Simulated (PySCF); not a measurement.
# Cl2Yb (Yb(Cl)2): the cost of one run

Program: PySCF 2.14.0. Level of theory: PBE0, Yb def2-SVP with ECP28, Cl def2-SVP; scalar-relativistic core potentials, no spin–orbit coupling. These are calculated values, not measurements.

1 further run of the same task is left out (for a known fault of the program).

**1. Where the work starts**

3 atoms, charge 0, spin multiplicity 1.

Bond lengths: Yb1–Cl2 2.713 Å, Yb1–Cl3 2.713 Å. Angles: Cl2–Yb1–Cl3 131.8°.

Coordinates:

```xyz
3

Yb    0.0000    0.0000    0.0000
Cl    2.4766    0.0000    1.1083
Cl   -2.4766    0.0000    1.1083
```

Formal oxidation states: Yb +2.

**2. SCF at the start, singlet**

run.py (the lines that set the calculation)

```python
mol = gto.M(atom='''
Yb     0.00000     0.00000     0.00000
Cl     2.47660     0.00000     1.10830
Cl    -2.47660     0.00000     1.10830''',
    basis={'Yb': 'def2-SVP', 'Cl': 'def2-SVP'},
    ecp={'Yb': 'def2-SVP'},
    charge=0, spin=0)
mf = dft.RKS(mol, xc='PBE0')
mf.grids.atom_grid = (50, 194)  # f atoms: unpruned, at least (60, 302)
mf = mf.density_fit()  # fitting sets: Yb def2-universal-JKFIT, Cl def2-universal-JKFIT
mf.conv_tol = 1e-08; mf.max_cycle = 55
mf.kernel(dm0)  # dm0: free metal ions and neutral atoms
```

Started as:

```
$ OMP_NUM_THREADS=2 python run.py
```

**Question.** How long does this run take on 2 threads of Arm Neoverse V1, shared host, and how much memory does it need?

About 8.8 s, with a peak of 0.45 GiB.
